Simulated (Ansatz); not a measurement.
# HfO2: the cost of one run

Program: Ansatz 0.2.0. Level of theory: DFT, PBE, plane-wave PAW, default files, scalar-relativistic, frozen cores, as far as a step names no other. These are calculated values, not measurements.

## (1) Starting point

Symmetry: Fm-3m, No. 225, cubic system. The conventional cell has a = 5.115 Å, b = 5.115 Å, c = 5.115 Å, α = 90.00°, β = 90.00°, γ = 90.00°. Hf (site symmetry m-3m) is surrounded by 8 O at 2.21 Å. O (site symmetry -43m) is surrounded by 4 Hf at 2.21 Å.

Coordinates:

```cif
data_structure
_symmetry_space_group_name_H-M 'Fm-3m'
_symmetry_Int_Tables_number 225
_cell_length_a 5.1150
_cell_length_b 5.1150
_cell_length_c 5.1150
_cell_angle_alpha 90.000
_cell_angle_beta 90.000
_cell_angle_gamma 90.000
_cell_volume 133.82
loop_
_atom_site_label
_atom_site_type_symbol
_atom_site_symmetry_multiplicity
_atom_site_Wyckoff_symbol
_atom_site_fract_x
_atom_site_fract_y
_atom_site_fract_z
_atom_site_occupancy
Hf1 Hf 4 a 0.00000 0.00000 0.00000 1
O1 O 8 c 0.25000 0.75000 0.75000 1
```

The earlier run gave: gap on the mesh 3.72 eV, largest force 0.000 eV/Å, pressure -2.5 GPa.

Like atoms gathered into sites:

```tsv
site	atoms	first shell	V_zz (10²¹ V/m²)	η	C_Q (MHz)
Hf	1	8 O at 2.21 Å	0.00	–	0 (¹⁷⁷Hf)
O	2, 3	4 Hf at 2.21 Å	0.00	–	0 (¹⁷O)
```

V_zz is the principal component of the electric field gradient with the largest magnitude, η = (V_xx − V_yy)/V_zz and C_Q = eQV_zz/h. Nuclear quadrupole moments: year-2017 set (Pyykkö).

## (2) Z stretched by +2 %, ions relaxed

input.yaml reads:

```yaml
crystal:
  lattice:
    - [0.0, 2.5575, 2.60865]
    - [2.5575, 0.0, 2.60865]
    - [2.5575, 2.5575, 0.0]
  atoms:
    - { symbol: Hf, position: [0.0, 0.0, 0.0] }
    - { symbol: O, position: [0.25, 0.25, 0.25] }
    - { symbol: O, position: [0.75, 0.75, 0.75] }
kpoints:
  mp_grid: { grid: [10, 10, 10] }
scf:
  occupations: { method: fermi_dirac, width: 0.02 }
hamiltonian:
  xc: pbe
  pseudopotentials: { kind: paw, frozen_core: stored }
output:
  forces: true
  stress: true
  populations: true
  efg: { quadrupole_moments_barn: { Hf: 3.365, O: -0.02558 } }
relax:
  f_tol: 0.02
  max_steps: 60
```

Command:

```
> ansatz run input.yaml --threads 1 --pin off --max-ram 3072MiB --backend cpu --events-out ev --progress --plain --runs-dir out
```

Q: Estimate wall time and peak memory on 1 thread of Intel Xeon at 2.50GHz (Skylake/Cascade Lake), shared host.

About 13 s, with a peak of 0.41 GiB.
